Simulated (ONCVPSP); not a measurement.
**An ONCV potential for barium, from input to tests**

Do these settings give a usable potential? It is generated, then checked for transferability, scattering, ghosts and hardness.

Method: ONCVPSP 4.0.1, LDA (Perdew-Zunger), scalar-relativistic.

**1. The atom and the settings**

The settings as typed:

* element: barium (Ba, Z = 56)
* type: optimised norm-conserving Vanderbilt (ONCV)
* frozen core: [Kr] 4d10 5s2
* valence charge: 8
* reference configuration: 5p6 6s1.75 6p0.25
* partial waves: 6s: rc 3.40 bohr, ncon 4, nbas 8, qcut 2.2 1/bohr, 2 projectors, debl 1 Ha; 5p+6p: rc 3.65 bohr, ncon 4, nbas 8, qcut 3.5 1/bohr, 2 projectors; d scattering state at 0.26 Ha: rc 3.60 bohr, ncon 4, nbas 8, qcut 2.5 1/bohr, 2 projectors, debl 2.9 Ha
* local potential: polynomial inside 3.00 bohr (lpopt 5, dvloc0 6 Ha)
* core correction: Teter function, fcfact 2.75, rcfact 1

The nodes and maxima of the atom's own shells, from an earlier all-electron run, set the scale for the radii.

All-electron outer shells of the reference configuration (LDA (Perdew-Zunger), scalar-relativistic, ld1.x):

| shell | level (eV) | outermost node (bohr) | outermost maximum (bohr) |
| --- | --- | --- | --- |
| 5s | -34.10 | 0.80 | 1.47 |
| 5p | -19.09 | 0.86 | 1.67 |
| 6s | -3.51 | 1.96 | 4.05 |
| 5d | -2.36 | 1.00 | 2.49 |
| 6p | -1.42 | 2.35 | 5.34 |

**2. The generation run**

Input file Ba.dat:

```
# ATOM AND REFERENCE CONFIGURATION
# atsym  z   nc   nv     iexc    psfile
  Ba 56.00   10    3        3      upf
#
#   n    l    f
    1    0    2.00
    2    0    2.00
    2    1    6.00
    3    0    2.00
    3    1    6.00
    3    2   10.00
    4    0    2.00
    4    1    6.00
    4    2   10.00
    5    0    2.00
    5    1    6.00
    6    0    1.75
    6    1    0.25
#
# PSEUDOPOTENTIAL AND OPTIMIZATION
# lmax
    2
#
#   l,   rc,      ep,       ncon, nbas, qcut
    0    3.40    0.00    4    8    2.20
    1    3.65    0.00    4    8    3.50
    2    3.60    0.26    4    8    2.50
#
# LOCAL POTENTIAL
# lloc, lpopt,  rc(5),   dvloc0
    4    5    3.00    6.00
#
# VANDERBILT-KLEINMAN-BYLANDER PROJECTORs
# l, nproj, debl
    0    2    1.00
    1    2    3.40
    2    2    2.90
#
# MODEL CORE CHARGE
# icmod, fcfact, rcfact
    3    2.75    1.00
#
# LOG DERIVATIVE ANALYSIS
# epsh1, epsh2, depsh
   -2.00    5.00    0.02
#
# OUTPUT GRID
# rlmax, drl
    6.00    0.01
#
# TEST CONFIGURATIONS
# ncnf
    4
# nvcnf
#   n    l    f
    3
    5    1    6.00
    6    0    2.00
    6    1    0.00
#
    3
    5    1    6.00
    6    0    1.00
    6    1    0.00
#
    3
    5    1    6.00
    6    0    0.00
    6    1    0.00
#
    4
    5    1    6.00
    6    0    1.50
    6    1    0.00
    5    2    0.50
#
```

Launch:

```console
$ oncvpsp.x < Ba.dat > Ba.out
```

Q: Predict the outcome of this session. Wanted: cutoffs for 1 and 0.1 mHa per electron, occupied waves; bound ghosts; GHOST(+) flags; largest test error; largest phase difference near zero energy, channels read; rms error of d²Exc/dn², without and with the model core; projector energies reset by the program.

**Answer**, as computed:

| quantity | value |
| --- | --- |
| cutoffs for 1 and 0.1 mHa per electron, occupied waves | 4.2 Ha and 8.0 Ha |
| bound ghosts | s at -172.09 eV, d at -762.97 eV |
| GHOST(+) flags | d at 383 eV, d at 553 eV |
| largest test error (AE − PS) | +1.4 meV, for 5p6 6s1 6p0 (1 test unsolved) |
| largest phase difference near zero energy, channels read | 0.237 rad |
| rms error of d²Exc/dn², without and with the model core | 3.19 and 2.46 mHa |
| projector energies reset by the program | d: -0.087, 2.813 Ha |

**Reading.** It has a bound ghost (s, d), a state that the atom doesn't have, and that rules the file out. Close by lies the frozen 3d level (-765.4 eV). By total energies transferability is very good where solved: the largest error is 1.4 meV on 5.0 eV, for 5p6 6s1 6p0. Atomic tests can pass in spite of a ghost, since they solve only for the levels asked. Of the tests 1 gave no usable energy difference, which is a warning in itself. The potential is soft on the atom at that tolerance: the looser tolerance needs 4.2 Ha. At the looser tolerance the 5p wave is the slowest; 6p needs 3 Ha. That counts occupied waves only; other projectors can need more. Near zero energy the largest phase difference among the channels read is 0.24 rad, in the d channel. The program also flags highly localised states, GHOST(+) (d). These are tests on the free atom; a crystal test is still owed.
